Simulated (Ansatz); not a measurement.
# AlAsH2 (triplet): the correlation ladder, cc-pVTZ

The task here is to estimate one member of a computed series from the others.

The runs use Ansatz 0.2.0, Gaussian basis; cc-pVTZ, core rule «outside noble gas», up to 19 orbitals frozen.

Plan: UHF; CCSD(T) on ROHF; CCSD(T) on UHF; BCCD(T) on ROHF; CCSDT(Q) on ROHF; CCSDT(Q) on UHF.

16 further runs of the same task are left out: 10 for a known fault of the program, 6 set aside as unsound or not needed.

## The geometry

The geometry is a PBE0/def2-TZVP stationary point (not a proven minimum). No spin-orbit coupling is included. The filled d shell of As may be among the frozen orbitals whatever the setting's name suggests; the logs give the count.

4 atoms, charge 0, spin multiplicity 3.

Atoms are counted from 1 here; the program's logs count them from 0.

Bond lengths: Al1–As2 2.470 Å, As2–H3 1.524 Å, As2–H4 1.524 Å. Angles: Al1–As2–H3 96.8°, Al1–As2–H4 96.8°, H3–As2–H4 92.8°.

Set-up of the first run:

The input, in.yaml:

```yaml
crystal:
  periodic: [false, false, false]
  atoms:
    - {symbol: Al, position_ang: [0.036540, 0.000000, 1.832106]}
    - {symbol: As, position_ang: [-0.039784, 0.000000, -0.636952]}
    - {symbol: H, position_ang: [0.989539, 1.103858, -0.849067]}
    - {symbol: H, position_ang: [0.989541, -1.103856, -0.849067]}
basis:
  gaussian: {orbitals: cc-pVTZ}
magnetization: {spin_polarized: true, initial_magnetization: 2}
hamiltonian: {xc: hf}
output: {orbitals: {seedname: orbitals}}
```

Run with:

```sh
$ ansatz run in.yaml --threads 1 --pin off --events-out ev --progress --plain --max-ram 4096MiB --backend cpu
```

Among the steps run: UHF; CCSD(T) on ROHF; CCSD(T) on UHF; BCCD(T) on ROHF; CCSDT(Q) on ROHF; CCSDT(Q) on UHF.

One of the session's tables, all rows but one given; the rest of the session is left out.

```
   method  from UCCSDT(Q) (meV)
     ROHF               +6115.1
      UHF               +6032.3
     RMP2               +1192.7
     UMP2               +1174.3
    RCCSD                +321.7
    UCCSD                +312.0
 RCCSD(T)                     ?
 UCCSD(T)                 +54.5
  BCCD(T)                 +54.1
   RCCSDT                 +18.3
   UCCSDT                 +15.5
RCCSDT(Q)                  +2.6
UCCSDT(Q)                     0
```

Estimate the missing values for RCCSD(T).

**Answer.** from UCCSDT(Q) (meV): +56.5. In the column «from UCCSDT(Q) (meV)» it lies between UCCSD(T) (+54.5) and UCCSD (+312.0).

With the free atoms at the same levels and basis (separate runs), the atomisation energy is 6.498 eV at UCCSDT(Q), 6.492 eV at RCCSD(T), 6.474 eV at UCCSD(T), 4.382 eV at ROHF.

Limits of these values: Restricted and unrestricted rows rest on different reference determinants; where their highest levels disagree by more than a few hundredths of an eV, they describe different states and don't form one ladder.
